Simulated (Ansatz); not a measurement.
# AlClH₂O₂: small, medium and large basis sets

An exercise on one series of results from a longer session: the logs are not shown, and one member is left open.

Program: Ansatz 0.2.0, Gaussian basis. Level of theory: one geometry, several basis sets. These are calculated values, not measurements.

Levels to be run: PBE0-D4/def2-SVP; ωB97M-V/def2-SVP; PBE0-D4/def2-QZVPP; ωB97M-V/def2-QZVPP; CCSD(T)/cc-pV(D+d)Z; CCSD(T)/cc-pV(T+d)Z; CCSD(T)/cc-pV(Q+d)Z; the functionals' def2-TZVPP values are taken from earlier runs.

### The geometry

An earlier PBE0-D4 in a triple-zeta def2 set relaxation fixed the geometry.

SMILES `[OH][Al]([OH])[Cl]`, 6 atoms, charge 0, spin multiplicity 1.

Atoms are counted from 1 here; the program's logs count them from 0.

Bond lengths: O1–Al2 1.680 Å, O1–H5 0.955 Å, Al2–O3 1.680 Å, Al2–Cl4 2.092 Å, O3–H6 0.955 Å. Angles: Al2–O1–H5 122.5°, O1–Al2–O3 118.2°, O1–Al2–Cl4 120.9°, O3–Al2–Cl4 120.9°, Al2–O3–H6 122.5°.

Set-up of the first run:

in.yaml

```yaml
crystal:
  periodic: [false, false, false]
  atoms:
    - {symbol: O, position_ang: [-0.158318, 1.388036, -0.845207]}
    - {symbol: Al, position_ang: [-0.039705, -0.076197, -0.030219]}
    - {symbol: O, position_ang: [1.049745, -0.191005, 1.243461]}
    - {symbol: Cl, position_ang: [-1.218983, -1.712775, -0.585248]}
    - {symbol: H, position_ang: [-0.757131, 1.521497, -1.577669]}
    - {symbol: H, position_ang: [1.166494, -0.993456, 1.748782]}
basis:
  gaussian: {orbitals: def2-SVP}
hamiltonian: {xc: pbe0, dispersion: d4}
output: {orbitals: {seedname: orbitals}}
```

The run is started by

```
$ ansatz run in.yaml --threads 2 --pin off --events-out ev --progress --plain --max-ram 32768MiB --backend cpu
```

Among the steps run: PBE0-D4 in def2-SVP; ωB97M-V in def2-SVP; PBE0-D4 in def2-QZVPP; ωB97M-V in def2-QZVPP.

One of the session's tables, all rows but one given; the rest of the session is left out.

| functional | basis | HOMO (eV) |
| --- | --- | --- |
| PBE0-D4 | def2-SVP | -8.97 |
| PBE0-D4 | def2-TZVPP | ? |
| PBE0-D4 | def2-QZVPP | -9.26 |
| ωB97M-V | def2-SVP | -11.23 |
| ωB97M-V | def2-TZVPP | -11.52 |
| ωB97M-V | def2-QZVPP | -11.59 |

**Question.** Estimate the row for PBE0-D4, def2-TZVPP.

**Answer.** HOMO (eV): -9.21. In the column «HOMO (eV)» it lies between PBE0-D4, def2-QZVPP (-9.26) and PBE0-D4, def2-SVP (-8.97).
